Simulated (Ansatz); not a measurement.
# Chromium, dhcp under r²SCAN: structure, energy and stiffness

What does r²SCAN give for chromium in the dhcp structure? We relax it, solve it on a dense k-mesh, then scale the cell to 7 volumes from 88 to 112 % of the relaxed one and try a fit of the equation of state. The start is ferromagnetic. The k-meshes are 14×14×4 for the relaxation; 17×17×6 for the dense run; 14×14×5 for the volumes.

Method: DFT r2SCAN, plane waves (500 eV) with PAW, scalar-relativistic; the PAW data stem from PBE, with regenerated cores, in Ansatz 0.2.0.

**1. Starting point**

It takes space group P6_3/mmc (No. 194, hexagonal). Conventional cell: a = 2.569 Å, b = 2.569 Å, c = 8.391 Å, α = 90.00°, β = 90.00°, γ = 120.00°. Cr (site symmetry -3m) is surrounded by 12 Cr at 2.57 Å. Cr (site symmetry -6m2) is surrounded by 12 Cr at 2.57 Å.

As a file:

```cif
data_structure
_symmetry_space_group_name_H-M 'P 1'
_symmetry_Int_Tables_number 1
_cell_length_a 2.5693
_cell_length_b 2.5693
_cell_length_c 8.3912
_cell_angle_alpha 90.000
_cell_angle_beta 90.000
_cell_angle_gamma 120.000
_cell_volume 47.97
loop_
_atom_site_label
_atom_site_type_symbol
_atom_site_fract_x
_atom_site_fract_y
_atom_site_fract_z
_atom_site_occupancy
Cr1 Cr 0.00000 0.00000 0.00000 1
Cr2 Cr 0.00000 0.00000 0.50000 1
Cr3 Cr 0.33333 0.66667 0.25000 1
Cr4 Cr 0.66667 0.33333 0.75000 1
```

Starting moments (μB): +1.5 ×4.

**2. Relaxation of the cell**

input.yaml

```yaml
crystal:
  lattice:
    - [2.569259227, 0.0, 0.0]
    - [-1.2846296135, 2.2250437595, 0.0]
    - [0.0, 0.0, 8.3912006354]
  atoms:
    - { symbol: Cr, position: [0.0, 0.0, 0.0], spin: 1.5 }
    - { symbol: Cr, position: [0.0, 0.0, 0.5], spin: 1.5 }
    - { symbol: Cr, position: [0.3333333333, 0.6666666667, 0.25], spin: 1.5 }
    - { symbol: Cr, position: [0.6666666667, 0.3333333333, 0.75], spin: 1.5 }
hamiltonian:
  xc: r2scan
  pseudopotentials:
    kind: paw
    azcp:
      Cr: "pseudopotentials/Cr.paw.azcp"
basis:
  ecutwfc: 500
  fft_grid_basis: typed
kpoints:
  mp_grid: { grid: [14, 14, 4], shift: [0, 0, 0] }
magnetization:
  spin_polarized: true
scf:
  occupations: { method: fermi_dirac, width: 0.05 }
relax:
  max_steps: 60
  f_tol: 0.01
  cell: {}
```

Started as:

```bash
ansatz run input.yaml --threads 1 --pin off --max-ram 3584MiB --backend cpu --events-out ev --progress --plain --runs-dir out
```

After this run come: The energy on a finer k-mesh; Equation of state: 88 %; Equation of state: 92 %; Equation of state: 96 %; Equation of state: 100 %; Equation of state: 104 %; Equation of state: 108 %; Equation of state: 112 %.

Before running it: what results should come out? Wanted: space group; conventional cell; volume; shortest distance; gap on the mesh; magnetic state; relative to bcc, antiferromagnetic.

**Answer**, as computed:

| quantity | value |
| --- | --- |
| space group (spins left aside) | P6_3/mmc (No. 194) |
| conventional cell | a = 2.875 Å, c = 7.949 Å (c/a = 2.764) |
| volume | 14.229 Å³/atom |
| shortest distance | 2.589 Å |
| gap on the mesh | none (levels filled in part) |
| magnetic state | ferrimagnetic, up to 2.94 μB per atom |
| relative to bcc, antiferromagnetic | +514 meV/atom |

What this shows: The relaxation enlarged the cell by 18.7 % in volume. Against the reference form of chromium (bcc, antiferromagnetic, computed apart with the same settings) it stands 514 meV/atom higher, so it is far from stable. The final state is ferrimagnetic (largest moment 2.94 μB). That is not the order it started in. No gap shows: it is a metal or semimetal at this level. The symmetry was held, so the structure may be unstable against distortions that break it.
